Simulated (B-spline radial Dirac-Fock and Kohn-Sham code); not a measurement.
# Tl: the cost of one run

Program: B-spline radial Dirac-Fock and Kohn-Sham code, version 5. Model: a free atom or ion on a radial basis; each step names its model. All values are calculated, but those marked as tabulated.

### Step 1. What is computed

The Tl⁶⁺ ion, 1s2 2s2 2p6 3s2 3p6 3d10 4s2 4p6 4d10 4f14 5s2 5p6 5d7.

- nuclear charge: 81
- electrons: 75
- mass number: 205
- nuclear rms radius: 5.4759 fm

Outer shells as boxes (Hund's rule, for the drawing alone; heavy ions are jj-coupled, and the calculation averages over the configuration):

```
[Xe] core
4f [↑↓][↑↓][↑↓][↑↓][↑↓][↑↓][↑↓]
5d [↑↓][↑↓][↑ ][↑ ][↑ ]
```

### Step 2. The levels by Dirac PBE

Model: Dirac-Kohn-Sham PBE, finite nucleus, spherical and without spin polarisation.

Input, one item of task.json (shells as n, l, occupation):

```json
{
  "Z": 81,
  "q": 6,
  "cfg": [[1, 0, 2], [2, 0, 2], [2, 1, 6], [3, 0, 2], [3, 1, 6], [3, 2, 10], [4, 0, 2], [4, 1, 6], [4, 2, 10], [4, 3, 14], [5, 0, 2], [5, 1, 6], [5, 2, 7]],
  "A": 205,
  "rrms": 5.4759,
  "tag": "ground",
  "do": ["pbe", "binding", "quiet"],
  "hv": [35.4, 58.4, 73.8, 76.3, 118.0, 226.0, 421.0, 434.0, 652.0, 1730.0, 3280.0, 3410.0, 5680.0, 7300.0, 8190.0, 9570.0, 10200.0, 17400.0, 42000.0, 42800.0, 58300.0, 59500.0, 87000.0, 96100.0],
  "s": [0, 0.07, 0.09, 0.11, 0.13, 0.16, 0.2, 0.25, 0.3, 0.37, 0.45, 0.55, 0.68, 0.83, 1.02, 1.25, 1.53, 1.87, 2.3, 2.82, 3.45, 4.23, 5.18],
  "pz": [0, 0.1, 0.14, 0.19, 0.25, 0.34, 0.47, 0.64, 0.87, 1.2, 1.6, 2.2, 3.0, 4.1, 5.5, 7.6, 10.0, 14.0, 19.0, 26.0, 35.0],
  "hv_scatter": [1000, 2000, 5000, 8047.8, 10000, 17479.3, 30000, 50000],
  "holes": ["K", "L1", "L2", "L3", "M1", "M2", "M3", "M4", "M5", "N1", "N2", "N3", "N4", "N5", "N6", "N7"]
}
```

The run is started by

```console
> python xray_run.py task.json out
```

What time and memory should one allow on 1 thread of Arm Neoverse N1, shared host?

About 16 s, with a peak of 0.41 GiB.
